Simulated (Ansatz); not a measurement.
Born–Oppenheimer molecular dynamics of a periodic cell of 29 atoms, HfW$_{12}$C$_{12}$Cl$_{4}$ (surface WC(001), adsorbate HfCl4). It starts from a relaxed structure.

All numbers below come from DFT PBE, scalar-relativistic, plane waves, PAW (Ansatz). Settings: PAW set soft_1, cutoff 420 eV, k mesh 2x2x1, fermi-dirac smearing 0.15 eV, no spin polarisation.

* ensemble: NVE (velocity Verlet)
* time step: 1 fs
* steps asked: 80
* starting velocities drawn for: 1400 K
* atoms held: 1, 2, 7, 8, 13, 14, 19, 20
* seed: 904404

First frame:

```xyz
29
Lattice="5.7997 0.0000 0.0000 -2.8998 5.0227 0.0000 0.0000 0.0000 20.0938" Properties=species:S:1:pos:R:3
W 0.000 0.000 1.000
C 1.450 0.837 2.419
W 0.000 0.000 3.851
C 1.450 0.837 5.215
W 0.000 0.000 6.754
C 1.450 0.837 7.860
W -1.450 2.511 1.000
C 0.000 3.348 2.419
W -1.450 2.511 3.851
C 0.000 3.348 5.215
W -1.450 2.511 6.754
C 0.000 3.349 7.860
W 2.900 0.000 1.000
C 4.350 0.837 2.419
W 2.900 0.000 3.851
C 4.350 0.837 5.215
W 2.900 0.000 6.754
C 4.350 0.837 7.860
W 1.450 2.511 1.000
C 2.900 3.348 2.419
W 1.450 2.511 3.851
C 2.900 3.349 5.215
W 1.450 2.511 6.754
C 2.900 3.349 7.860
Hf 2.308 2.067 13.262
Cl 2.973 1.032 11.312
Cl 3.068 4.245 13.397
Cl 0.037 2.482 13.173
Cl 2.887 0.962 15.225
```

**Question.** What does the run give?

**Answer.** The run went to its last step.

```
steps done                                               : 80
time covered                                             : 80 fs
mean temperature over the second half                    : 720 K
spread of the potential energy over the second half      : 8.5 meV per atom
mean potential energy of the second half above the start : 63.7 meV per atom
```

The conserved energy stayed within 0.18 meV per atom of its start (net change 0.076 meV per atom), so the integration is sound. Over the second half the temperature averaged 0.51 of the 1400 K drawn at the start: a run that starts near a minimum puts about half its kinetic energy into the potential. A run of 0.08 ps of so small a system gives no equilibrium averages. Limits of this set-up: coarse k mesh, slab without dipole correction, no dispersion correction for a molecule that may bind weakly.

**Question.** What happens to the structure?

**Answer.** Mean squared displacements from the first frame to the last: W 0.01 Å², C 0.03 Å², Hf 0.21 Å², Cl 0.26 Å². Another seed would give other details.

**Question.** How do temperature and energy run in time?

**Answer.** 
```json
{"time (fs)": "0.0", "T (K)": "1400", "potential energy less start (eV)": "0.000", "conserved less start (meV/atom)": "0.00"}
{"time (fs)": "6.0", "T (K)": "1146", "potential energy less start (eV)": "0.690", "conserved less start (meV/atom)": "0.06"}
{"time (fs)": "12.0", "T (K)": "745", "potential energy less start (eV)": "1.782", "conserved less start (meV/atom)": "0.17"}
{"time (fs)": "18.0", "T (K)": "732", "potential energy less start (eV)": "1.816", "conserved less start (meV/atom)": "0.12"}
{"time (fs)": "24.0", "T (K)": "919", "potential energy less start (eV)": "1.308", "conserved less start (meV/atom)": "0.05"}
{"time (fs)": "30.0", "T (K)": "889", "potential energy less start (eV)": "1.388", "conserved less start (meV/atom)": "0.05"}
{"time (fs)": "36.0", "T (K)": "658", "potential energy less start (eV)": "2.018", "conserved less start (meV/atom)": "0.11"}
{"time (fs)": "42.0", "T (K)": "558", "potential energy less start (eV)": "2.288", "conserved less start (meV/atom)": "0.14"}
{"time (fs)": "48.0", "T (K)": "715", "potential energy less start (eV)": "1.862", "conserved less start (meV/atom)": "0.08"}
{"time (fs)": "54.0", "T (K)": "853", "potential energy less start (eV)": "1.486", "conserved less start (meV/atom)": "0.05"}
{"time (fs)": "60.0", "T (K)": "792", "potential energy less start (eV)": "1.653", "conserved less start (meV/atom)": "0.08"}
{"time (fs)": "66.0", "T (K)": "668", "potential energy less start (eV)": "1.991", "conserved less start (meV/atom)": "0.11"}
{"time (fs)": "72.0", "T (K)": "661", "potential energy less start (eV)": "2.010", "conserved less start (meV/atom)": "0.12"}
{"time (fs)": "78.0", "T (K)": "784", "potential energy less start (eV)": "1.675", "conserved less start (meV/atom)": "0.09"}
```

Time of the run: 14 min on 2 threads of Arm Neoverse V2, with other jobs on the host, peak memory 1.6 GiB.
